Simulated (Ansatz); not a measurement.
**singlet InHCl+: levels of theory compared**

We compute a comparison of 6 runs (HF/def2-TZVPP, B3LYP/def2-TZVPP, BHLYP/def2-TZVPP, SVWN5/def2-TZVPP, revPBE/def2-TZVPP, wB97X/def2-TZVPP) of singlet InHCl+. 

Program for the calculation: Ansatz 0.2.0.

38 further runs of the same task are left out: 38 set aside as unsound or not needed.

## 1. The molecule

The species is InHCl+ (3 atoms), meant as a singlet with charge +1. SMILES of the parent species: `[Cl][InH]`. The coordinates come from a PBE0-D4/def2-TZVP relaxation. That shape belongs to the parent species and isn't relaxed for this state.

Bond lengths: Cl1–In2 2.365 Å, In2–H3 1.773 Å. Angles: Cl1–In2–H3 115.3°.

## 2. A single-point energy at HF/def2-TZVPP (core potential) (run 1)

The input, input.yaml:

```yaml
basis:
  gaussian: {orbitals: def2-TZVPP}
crystal:
  periodic: [false, false, false]
  atoms:
    - {symbol: Cl, position_ang: [-1.649800, 0.396800, -0.867400]}
    - {symbol: In, position_ang: [0.409500, 0.542400, 0.286100]}
    - {symbol: H, position_ang: [1.229400, -1.003900, 0.568100]}
accuracy: high
total_charge: 1
output: {orbitals: {seedname: orbitals}}
hamiltonian: {xc: hf}
```

The run is started by

```bash
$ ansatz run input.yaml --threads 1 --pin off --max-ram 3480MiB --events-out events.jsonl --progress --plain --runs-dir runs
```

The program printed:

```text
Warning: RAYON_NUM_THREADS=1 ignored (pool sized by the plan → 1); use --threads N
Functional definition: HF
  name "HF"
  exchange = exact_x
  correlation = 0
1766 factors; integrals over basis functions are off by at most 3.3e-9 eV
mean field evaluation 1: about -17656.9307 eV, gradient 3.6e1 eV
mean field evaluation 2: about -17656.9866 eV, gradient 3.6e1 eV
mean field evaluation 4: about -17661.1466 eV, gradient 2.6e0 eV
mean field evaluation 8: about -17661.2059 eV, gradient 3.3e-1 eV
mean field evaluation 16: about -17661.2068 eV, gradient 3.3e-7 eV
mean field -17661.20683778 eV, -649.0373800925 hartree, gradient 1.4e-8 eV, S^2 0.000000; 0 other end points of the search recorded, 0 dependent functions left out
reference -17661.20683778 eV, -649.0373800925 hartree; 19, 19 occupied and 87, 87 virtual orbitals, 1766 factors
Total energy: -17661.20683778 eV, -649.0373800925 hartree
```

Run time: 3.3 s. Hardware: 1 thread of Arm Neoverse V2, shared host; peak memory 0.26 GiB.

## 3. A single-point energy at B3LYP/def2-TZVPP (core potential) (run 2)

The input, job.yaml:

```yaml
crystal:
  periodic: [false, false, false]
  atoms:
    - {symbol: Cl, position_ang: [-1.649800, 0.396800, -0.867400]}
    - {symbol: In, position_ang: [0.409500, 0.542400, 0.286100]}
    - {symbol: H, position_ang: [1.229400, -1.003900, 0.568100]}
basis:
  gaussian: {orbitals: def2-TZVPP}
accuracy: high
total_charge: 1
hamiltonian: {xc: {name: B3LYP}}
magnetization: {spin_polarized: false}
output: {orbitals: {seedname: orbitals}}
```

The run is started by

```bash
$ ansatz run job.yaml --threads 1 --pin off --max-ram 3480MiB --events-out events.jsonl --progress --plain --runs-dir runs
```

The program printed:

```text
Warning: RAYON_NUM_THREADS=1 ignored (pool sized by the plan → 1); use --threads N
Functional definition: B3LYP
  name "B3LYP"
  parameter a0 = 0.2
  parameter ax = 0.72
  parameter ac = 0.81
  exchange = (1 - a0 - ax)*slater_x + ax*b88_x + a0*exact_x
  correlation = (1 - ac)*vwn_rpa_c + ac*lyp_c
1766 factors; integrals over basis functions are off by at most 3.3e-9 eV
mean field evaluation 1: about -17700.2493 eV, gradient 5.2e1 eV
mean field evaluation 2: about -17597.9243 eV, gradient 1.5e2 eV
mean field evaluation 4: about -17707.1622 eV, gradient 9.8e0 eV
mean field evaluation 8: about -17707.4910 eV, gradient 9.0e-1 eV
mean field evaluation 16: about -17707.4937 eV, gradient 4.8e-4 eV
mean field -17707.49374178 eV, -650.7383924400 hartree, gradient 6.1e-8 eV, S^2 0.000000; 0 other end points of the search recorded, 0 dependent functions left out
reference -17707.49377436 eV, -650.7383936373 hartree; 19, 19 occupied and 87, 87 virtual orbitals, 1766 factors
Total energy: -17707.49377436 eV, -650.7383936373 hartree
```

Wall time 7.2 s (1 thread of Arm Neoverse V2, shared host); peak memory 0.3 GiB.

Runs 3 to 5 aren't shown in full; the table further down has their settings and results.

## 4. A single-point energy at wB97X/def2-TZVPP (core potential) (run 6)

The input, run.yaml:

```yaml
crystal:
  periodic: [false, false, false]
  atoms:
    - {symbol: Cl, position_ang: [-1.649800, 0.396800, -0.867400]}
    - {symbol: In, position_ang: [0.409500, 0.542400, 0.286100]}
    - {symbol: H, position_ang: [1.229400, -1.003900, 0.568100]}
basis:
  gaussian:
    orbitals: def2-TZVPP
total_charge: 1
hamiltonian:
  xc: {name: wB97X}
accuracy: high
output: {orbitals: {seedname: orbitals}}
```

The run is started by

```bash
$ ansatz run run.yaml --threads 1 --pin off --max-ram 3480MiB --events-out events.jsonl --progress --plain --runs-dir runs
```

The program printed:

```text
Warning: RAYON_NUM_THREADS=1 ignored (pool sized by the plan → 1); use --threads N
Functional definition: wB97X
  name "wB97X"
  parameter omega = 0.3/bohr
  parameter cx = 0.157706
  parameter cx1 = 0.726479
  parameter cx2 = 1.04760
  parameter cx3 = -5.70635
  parameter cx4 = 13.2794
  parameter css1 = -4.33879
  parameter css2 = 18.2308
  parameter css3 = -31.7430
  parameter css4 = 17.2901
  parameter cos1 = 2.37031
  parameter cos2 = -11.3995
  parameter cos3 = 6.58405
  parameter cos4 = -3.78132
  exchange = spin_sum(e_x_unif_sr(omega)*poly(b97_u_x, 1 - cx, cx1, cx2, cx3, cx4)) + cx*exact_x_sr(omega)
      + exact_x_lr(omega)
  correlation = spin_sum(e_c_pw_same_spin*poly(b97_u_same, 1, css1, css2, css3, css4))
      + integral(e_c_pw_opposite_spin*poly(b97_u_opposite, 1, cos1, cos2, cos3, cos4))
1766 factors; integrals over basis functions are off by at most 3.3e-9 eV
349 factors; integrals over basis functions are off by at most 1.8e-9 eV
mean field evaluation 1: about -17700.1793 eV, gradient 4.5e1 eV
mean field evaluation 2: about -17694.7542 eV, gradient 6.6e1 eV
mean field evaluation 4: about -17705.9632 eV, gradient 1.8e0 eV
mean field evaluation 8: about -17705.9940 eV, gradient 2.5e-1 eV
mean field evaluation 16: about -17705.9952 eV, gradient 1.7e-3 eV
mean field -17705.99522674 eV, -650.6833230281 hartree, gradient 3.3e-8 eV, S^2 0.000000; 0 other end points of the search recorded, 0 dependent functions left out
reference -17705.99522398 eV, -650.6833229266 hartree; 19, 19 occupied and 87, 87 virtual orbitals, 1766 factors
Total energy: -17705.99522398 eV, -650.6833229266 hartree
```

Run time: 24 s. Hardware: 1 thread of Arm Neoverse V2, shared host; peak memory 0.48 GiB.

## 5. All runs side by side

```tsv
run	level	energy (Eh)	HOMO energy (eV)	LUMO energy (eV)	HOMO–LUMO gap (eV)	wall time
1	HF/def2-TZVPP (core potential)	-649.037380	-17.43	-7.54	9.89	3.3 s
2	B3LYP/def2-TZVPP (core potential)	-650.738394	-14.27	-10.92	3.35	7.2 s
3	BHLYP/def2-TZVPP (core potential)	-650.574305	-15.62	-9.86	5.76	7.2 s
4	SVWN5/def2-TZVPP (core potential)	-648.848530	-13.43	-11.57	1.86	3.9 s
5	revPBE/def2-TZVPP (core potential)	-650.631140	-13.17	-11.26	1.90	5.4 s
6	wB97X/def2-TZVPP (core potential)	-650.683323	-16.84	-8.65	8.19	24 s
```

## 6. Results

| quantity | value |
| --- | --- |
| run 6: total energy | -650.68332 Eh |
| run 6: HOMO energy | -16.84 eV |
| run 6: LUMO energy | -8.65 eV |
| run 6: HOMO–LUMO gap | 8.19 eV |

**Reading.** The HOMO–LUMO gap runs from 1.86 eV (SVWN5/def2-TZVPP) to 9.89 eV (HF/def2-TZVPP). Exact exchange widens orbital gaps. Totals of different functionals can't be ranked against each other. All runs together took 51 s, the longest 24 s.
